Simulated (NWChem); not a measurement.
**C7H16 (SMILES CCCC(C)(C)C): levels of theory compared**

We compute a comparison of 6 runs (HF/STO-3G, HF/3-21G, HF/6-31G, HF/6-31G*, HF/6-31G**, HF/6-311G**) of C7H16. 

Program for the calculation: NWChem 7.3.0.

## (1) The molecule

The species is C7H16 (23 atoms), meant as a singlet with charge 0. SMILES: `CCCC(C)(C)C`. Geometry: relaxed at PBE0-D4/def2-TZVP. This is a higher conformer, about 10 kJ/mol above the lowest found by a separate search.

Some bond lengths: C1–C2 1.521 Å, C2–C3 1.526 Å, C3–C4 1.541 Å, C4–C5 1.525 Å, C4–C6 1.529 Å, C4–C7 1.528 Å, C1–H8 1.093 Å, C1–H9 1.094 Å, C1–H10 1.091 Å, C2–H11 1.096 Å, C2–H12 1.095 Å, C3–H13 1.097 Å, C3–H14 1.098 Å, C5–H15 1.093 Å, C5–H16 1.094 Å, C5–H17 1.094 Å. Some angles: C1–C2–C3 116.9°, C2–C3–C4 119.5°, C3–C4–C5 111.0°, C3–C4–C6 107.4°, C3–C4–C7 112.0°, C5–C4–C6 108.9°, C5–C4–C7 109.7°, C6–C4–C7 107.8°, C1–C2–H11 108.3°, C1–C2–H12 109.4°.

## (2) Energy and one-electron properties at HF/STO-3G (run 1)

calc.nw

```
echo
start calc
title "C7H16 hf"
memory total 2200 mb
geometry units angstrom noautosym nocenter noautoz
C      1.915800    -1.580200     0.301900
C      0.510900    -1.791600    -0.241100
C     -0.160300    -0.592900    -0.906000
C     -0.524700     0.639700    -0.056100
C     -1.167800     0.224500     1.263300
C     -1.530700     1.465100    -0.858000
C      0.690700     1.524600     0.219400
H      2.373700    -2.536600     0.566200
H      2.560200    -1.097500    -0.438400
H      1.925000    -0.961400     1.200700
H      0.549600    -2.588000    -0.992400
H     -0.133300    -2.177200     0.556100
H     -1.090900    -0.960500    -1.354800
H      0.460400    -0.255400    -1.746000
H     -0.464500    -0.308400     1.907800
H     -2.030200    -0.427400     1.095100
H     -1.516900     1.103600     1.812400
H     -2.451500     0.901900    -1.034000
H     -1.793700     2.385000    -0.328000
H     -1.118400     1.746000    -1.831700
H      0.386200     2.432400     0.748700
H      1.169000     1.830500    -0.715500
H      1.441500     1.024000     0.830400
end
basis spherical bse
* library STO-3G
end
scf
singlet
rhf
thresh 1e-08
maxiter 80
noprint "final vectors analysis"
end
property
dipole
quadrupole
mulliken
end
task scf property
```

The run is started by

```
$ nwchem calc.nw > calc.out
```

The program printed:

```text
[...]
  functions       =    51
[...]
  wavefunction    = RHF
[...]
         Total SCF energy =   -271.194373700252
      One-electron energy =  -1042.122974505219
      Two-electron energy =    430.232801828883
 Nuclear repulsion energy =    340.695798976084
        Time for solution =      9.1s
[...]
   Dipole moment        0.0697560587 Debye(s)
             DMX       -0.0208177972 DMXEFC        0.0000000000
             DMY       -0.0587916239 DMYEFC        0.0000000000
             DMZ       -0.0312421511 DMZEFC        0.0000000000
   -EFC- dipole         0.0000000000 DEBYE(S)
   Total dipole         0.0697560587 DEBYE(S)
[...]
```

It took 10 s on 1 thread of AMD EPYC 9R45 (Zen 5), shared host; peak memory 0.099 GiB.

Atomic charges (e):

| atom | Mulliken |
| --- | --- |
| C1 | -0.175 |
| C2 | -0.096 |
| C3 | -0.098 |
| C4 | +0.051 |
| C5 | -0.175 |
| C6 | -0.171 |
| C7 | -0.176 |
| H8 | +0.056 |
| H9 | +0.055 |
| H10 | +0.055 |
| H11 | +0.052 |
| H12 | +0.052 |
| H13 | +0.048 |
| H14 | +0.046 |
| H15 | +0.054 |
| H16 | +0.052 |
| H17 | +0.053 |
| H18 | +0.052 |
| H19 | +0.052 |
| H20 | +0.052 |
| H21 | +0.052 |
| H22 | +0.052 |
| H23 | +0.056 |

## (3) The charge distribution at HF/3-21G (run 2)

nw.nw

```
start nw
title "C7H16 hf"
memory 2200 mb
charge 0

geometry units angstrom noautosym nocenter noautoz
 C      1.915800    -1.580200     0.301900
 C      0.510900    -1.791600    -0.241100
 C     -0.160300    -0.592900    -0.906000
 C     -0.524700     0.639700    -0.056100
 C     -1.167800     0.224500     1.263300
 C     -1.530700     1.465100    -0.858000
 C      0.690700     1.524600     0.219400
 H      2.373700    -2.536600     0.566200
 H      2.560200    -1.097500    -0.438400
 H      1.925000    -0.961400     1.200700
 H      0.549600    -2.588000    -0.992400
 H     -0.133300    -2.177200     0.556100
 H     -1.090900    -0.960500    -1.354800
 H      0.460400    -0.255400    -1.746000
 H     -0.464500    -0.308400     1.907800
 H     -2.030200    -0.427400     1.095100
 H     -1.516900     1.103600     1.812400
 H     -2.451500     0.901900    -1.034000
 H     -1.793700     2.385000    -0.328000
 H     -1.118400     1.746000    -1.831700
 H      0.386200     2.432400     0.748700
 H      1.169000     1.830500    -0.715500
 H      1.441500     1.024000     0.830400
end

basis spherical bse
 C library 3-21G
 H library 3-21G
end

scf
 thresh 1e-08
 maxiter 80
 noprint "final vectors analysis"
end

property
 dipole
 quadrupole
 mulliken
end

task scf property
```

The run is started by

```
$ nwchem nw.nw > nw.out
```

The program printed:

```text
[...]
  functions       =    95
[...]
  wavefunction    = RHF
[...]
         Total SCF energy =   -272.883636914522
      One-electron energy =  -1042.338022139541
      Two-electron energy =    428.758586248935
 Nuclear repulsion energy =    340.695798976084
        Time for solution =     10.6s
[...]
   Dipole moment        0.0980343006 Debye(s)
             DMX       -0.0175024617 DMXEFC        0.0000000000
             DMY       -0.0946306079 DMYEFC        0.0000000000
             DMZ       -0.0186932063 DMZEFC        0.0000000000
   -EFC- dipole         0.0000000000 DEBYE(S)
   Total dipole         0.0980343006 DEBYE(S)
[...]
```

Run time: 11 s. Hardware: 1 thread of AMD EPYC 9R45 (Zen 5), shared host; peak memory 0.099 GiB.

Atomic charges (e):

| atom | Mulliken |
| --- | --- |
| C1 | -0.584 |
| C2 | -0.429 |
| C3 | -0.327 |
| C4 | -0.272 |
| C5 | -0.515 |
| C6 | -0.502 |
| C7 | -0.516 |
| H8 | +0.198 |
| H9 | +0.195 |
| H10 | +0.199 |
| H11 | +0.206 |
| H12 | +0.206 |
| H13 | +0.201 |
| H14 | +0.196 |
| H15 | +0.197 |
| H16 | +0.191 |
| H17 | +0.194 |
| H18 | +0.191 |
| H19 | +0.191 |
| H20 | +0.193 |
| H21 | +0.191 |
| H22 | +0.190 |
| H23 | +0.205 |

Run 3 isn't shown in full; the table further down has it.

## (4) The charge distribution at HF/6-31G(d) (spherical functions) (run 4)

job.nw

```
start job
memory 2200 mb

geometry noautosym nocenter noautoz
   C     1.915800   -1.580200    0.301900
   C     0.510900   -1.791600   -0.241100
   C    -0.160300   -0.592900   -0.906000
   C    -0.524700    0.639700   -0.056100
   C    -1.167800    0.224500    1.263300
   C    -1.530700    1.465100   -0.858000
   C     0.690700    1.524600    0.219400
   H     2.373700   -2.536600    0.566200
   H     2.560200   -1.097500   -0.438400
   H     1.925000   -0.961400    1.200700
   H     0.549600   -2.588000   -0.992400
   H    -0.133300   -2.177200    0.556100
   H    -1.090900   -0.960500   -1.354800
   H     0.460400   -0.255400   -1.746000
   H    -0.464500   -0.308400    1.907800
   H    -2.030200   -0.427400    1.095100
   H    -1.516900    1.103600    1.812400
   H    -2.451500    0.901900   -1.034000
   H    -1.793700    2.385000   -0.328000
   H    -1.118400    1.746000   -1.831700
   H     0.386200    2.432400    0.748700
   H     1.169000    1.830500   -0.715500
   H     1.441500    1.024000    0.830400
end

basis spherical bse
   C library 6-31G*
   H library 6-31G*
end

scf
   thresh 1e-08
   maxiter 80
   noprint "final vectors analysis"
end

property
   dipole
   quadrupole
   mulliken
end

task scf property
```

The run is started by

```
$ nwchem job.nw > job.out
```

The program printed:

```text
[...]
  functions       =   130
[...]
  wavefunction    = RHF
[...]
         Total SCF energy =   -274.390819079896
      One-electron energy =  -1044.563184336145
      Two-electron energy =    429.476566280165
 Nuclear repulsion energy =    340.695798976084
        Time for solution =     39.2s
[...]
   Dipole moment        0.1137040197 Debye(s)
             DMX       -0.0167278215 DMXEFC        0.0000000000
             DMY       -0.1107114133 DMYEFC        0.0000000000
             DMZ       -0.0197931066 DMZEFC        0.0000000000
   -EFC- dipole         0.0000000000 DEBYE(S)
   Total dipole         0.1137040197 DEBYE(S)
[...]
```

Run time: 41 s. Hardware: 1 thread of AMD EPYC 9R45 (Zen 5), shared host; peak memory 0.1 GiB.

Atomic charges (e):

| atom | Mulliken |
| --- | --- |
| C1 | -0.493 |
| C2 | -0.315 |
| C3 | -0.300 |
| C4 | -0.029 |
| C5 | -0.480 |
| C6 | -0.474 |
| C7 | -0.476 |
| H8 | +0.164 |
| H9 | +0.160 |
| H10 | +0.162 |
| H11 | +0.161 |
| H12 | +0.162 |
| H13 | +0.157 |
| H14 | +0.154 |
| H15 | +0.164 |
| H16 | +0.159 |
| H17 | +0.161 |
| H18 | +0.160 |
| H19 | +0.160 |
| H20 | +0.160 |
| H21 | +0.158 |
| H22 | +0.158 |
| H23 | +0.168 |

Run 5 isn't shown in full; the table further down has it.

## (5) Energy and one-electron properties at HF/6-311G(d,p) (run 6)

c7h16.nw

```
start c7h16
title "C7H16 hf"
memory stack 880 mb heap 220 mb global 1100 mb
charge 0
geometry noautosym nocenter noautoz
C     1.915800   -1.580200    0.301900
C     0.510900   -1.791600   -0.241100
C    -0.160300   -0.592900   -0.906000
C    -0.524700    0.639700   -0.056100
C    -1.167800    0.224500    1.263300
C    -1.530700    1.465100   -0.858000
C     0.690700    1.524600    0.219400
H     2.373700   -2.536600    0.566200
H     2.560200   -1.097500   -0.438400
H     1.925000   -0.961400    1.200700
H     0.549600   -2.588000   -0.992400
H    -0.133300   -2.177200    0.556100
H    -1.090900   -0.960500   -1.354800
H     0.460400   -0.255400   -1.746000
H    -0.464500   -0.308400    1.907800
H    -2.030200   -0.427400    1.095100
H    -1.516900    1.103600    1.812400
H    -2.451500    0.901900   -1.034000
H    -1.793700    2.385000   -0.328000
H    -1.118400    1.746000   -1.831700
H     0.386200    2.432400    0.748700
H     1.169000    1.830500   -0.715500
H     1.441500    1.024000    0.830400
end
basis spherical bse
C library 6-311G**
H library 6-311G**
end
scf
thresh 1e-08
maxiter 80
noprint "final vectors analysis"
end
property
dipole
quadrupole
mulliken
end
task scf property
```

The run is started by

```
$ nwchem c7h16.nw > c7h16.out
```

The program printed:

```text
[...]
  functions       =   222
[...]
  wavefunction    = RHF
[...]
         Total SCF energy =   -274.461801868478
      One-electron energy =  -1044.638033338311
      Two-electron energy =    429.480432493749
 Nuclear repulsion energy =    340.695798976084
        Time for solution =    132.5s
[...]
   Dipole moment        0.1228074598 Debye(s)
             DMX       -0.0105469812 DMXEFC        0.0000000000
             DMY       -0.1218428949 DMYEFC        0.0000000000
             DMZ       -0.0111688106 DMZEFC        0.0000000000
   -EFC- dipole         0.0000000000 DEBYE(S)
   Total dipole         0.1228074598 DEBYE(S)
[...]
```

It took 2.2 min on 1 thread of AMD EPYC 9R45 (Zen 5), shared host; peak memory 0.11 GiB.

Atomic charges (e):

| atom | Mulliken |
| --- | --- |
| C1 | -0.235 |
| C2 | -0.196 |
| C3 | -0.134 |
| C4 | -0.302 |
| C5 | -0.192 |
| C6 | -0.189 |
| C7 | -0.183 |
| H8 | +0.091 |
| H9 | +0.086 |
| H10 | +0.087 |
| H11 | +0.090 |
| H12 | +0.090 |
| H13 | +0.091 |
| H14 | +0.089 |
| H15 | +0.093 |
| H16 | +0.090 |
| H17 | +0.091 |
| H18 | +0.088 |
| H19 | +0.088 |
| H20 | +0.089 |
| H21 | +0.088 |
| H22 | +0.088 |
| H23 | +0.092 |

## (6) The series

| run | level | energy (Eh) | dipole moment (D) | wall time |
| --- | --- | --- | --- | --- |
| 1 | HF/STO-3G | -271.194374 | 0.07 | 10 s |
| 2 | HF/3-21G | -272.883637 | 0.10 | 11 s |
| 3 | HF/6-31G | -274.280102 | 0.11 | 21 s |
| 4 | HF/6-31G* (spherical functions) | -274.390819 | 0.11 | 41 s |
| 5 | HF/6-31G** (spherical functions) | -274.416752 | 0.11 | 64 s |
| 6 | HF/6-311G** | -274.461802 | 0.12 | 2.2 min |

## (7) Summary of results

| quantity | value |
| --- | --- |
| run 6: total energy | -274.46180 Eh |
| run 6: dipole moment | 0.12 D |

**Reading.** The dipole moment runs from 0.07 D (HF/STO-3G) to 0.12 D (HF/6-311G**). In run 1 the basis is minimal, so dipoles, gaps and forces are rough. All runs together took 4.7 min, the longest 2.2 min.
